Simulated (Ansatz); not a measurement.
# CH6O2Si: small, medium and large basis sets

One table from this session's results is given with a row withheld; the runs are named, their logs left out.

Computed with Ansatz 0.2.0, Gaussian basis. Level: one geometry, several basis sets.

Plan: PBE0-D4/def2-SVP; ωB97M-V/def2-SVP; PBE0-D4/def2-QZVPP; ωB97M-V/def2-QZVPP; the functionals' def2-TZVPP values are taken from earlier runs.

## The geometry

All runs share one geometry, relaxed beforehand with PBE0-D4 in a triple-zeta def2 set.

10 atoms, charge 0, spin multiplicity 1.

Atoms are counted from 1 here; the program's logs count them from 0.

Bond lengths: O1–C2 1.422 Å, O1–H5 0.962 Å, C2–Si3 1.881 Å, C2–H6 1.094 Å, C2–H7 1.101 Å, Si3–O4 1.658 Å, Si3–H8 1.492 Å, Si3–H9 1.482 Å, O4–H10 0.957 Å. Angles: C2–O1–H5 108.0°, O1–C2–Si3 110.3°, O1–C2–H6 107.1°, O1–C2–H7 111.3°, Si3–C2–H6 110.6°, Si3–C2–H7 111.0°, H6–C2–H7 106.3°, C2–Si3–O4 107.3°, C2–Si3–H8 111.0°, C2–Si3–H9 110.8°, O4–Si3–H8 110.9°, O4–Si3–H9 106.1°, H8–Si3–H9 110.6°, Si3–O4–H10 117.7°.

The first run:

Input file in.yaml:

```yaml
crystal:
  periodic: [false, false, false]
  atoms:
    - {symbol: O, position_ang: [-1.443887, 1.148124, 0.182561]}
    - {symbol: C, position_ang: [-0.242975, 0.717202, 0.811168]}
    - {symbol: Si, position_ang: [0.375364, -0.872979, 0.019459]}
    - {symbol: O, position_ang: [0.330473, -0.654715, -1.623279]}
    - {symbol: H, position_ang: [-1.326022, 1.070196, -0.769250]}
    - {symbol: H, position_ang: [-0.473717, 0.557312, 1.868885]}
    - {symbol: H, position_ang: [0.529092, 1.501538, 0.777983]}
    - {symbol: H, position_ang: [1.758485, -1.195102, 0.475526]}
    - {symbol: H, position_ang: [-0.545487, -1.997227, 0.309958]}
    - {symbol: H, position_ang: [1.121772, -0.325550, -2.050113]}
basis:
  gaussian: {orbitals: def2-SVP}
hamiltonian: {xc: pbe0, dispersion: d4}
output: {orbitals: {seedname: orbitals}}
```

Launch:

```console
> ansatz run in.yaml --threads 2 --pin off --events-out ev --progress --plain --max-ram 4352MiB
```

Steps of the session up to this table: PBE0-D4 in def2-SVP; ωB97M-V in def2-SVP; PBE0-D4 in def2-QZVPP; ωB97M-V in def2-QZVPP.

One table of the session follows, with a row left open; its other results are not shown here.

It belongs to the step «Functionals by basis». 

| functional | basis | HOMO (eV) | LUMO (eV) |
| --- | --- | --- | --- |
| PBE0-D4 | def2-SVP | -7.23 | 0.60 |
| PBE0-D4 | def2-TZVPP | -7.46 | -0.01 |
| PBE0-D4 | def2-QZVPP | -7.52 | -0.26 |
| ωB97M-V | def2-SVP | -9.57 | 2.42 |
| ωB97M-V | def2-TZVPP | ? | ? |
| ωB97M-V | def2-QZVPP | -9.87 | 1.10 |

Estimate the missing values for ωB97M-V, def2-TZVPP.

**Answer.** HOMO (eV): -9.82; LUMO (eV): 1.58. In the column «HOMO (eV)» it lies between ωB97M-V, def2-QZVPP (-9.87) and ωB97M-V, def2-SVP (-9.57).
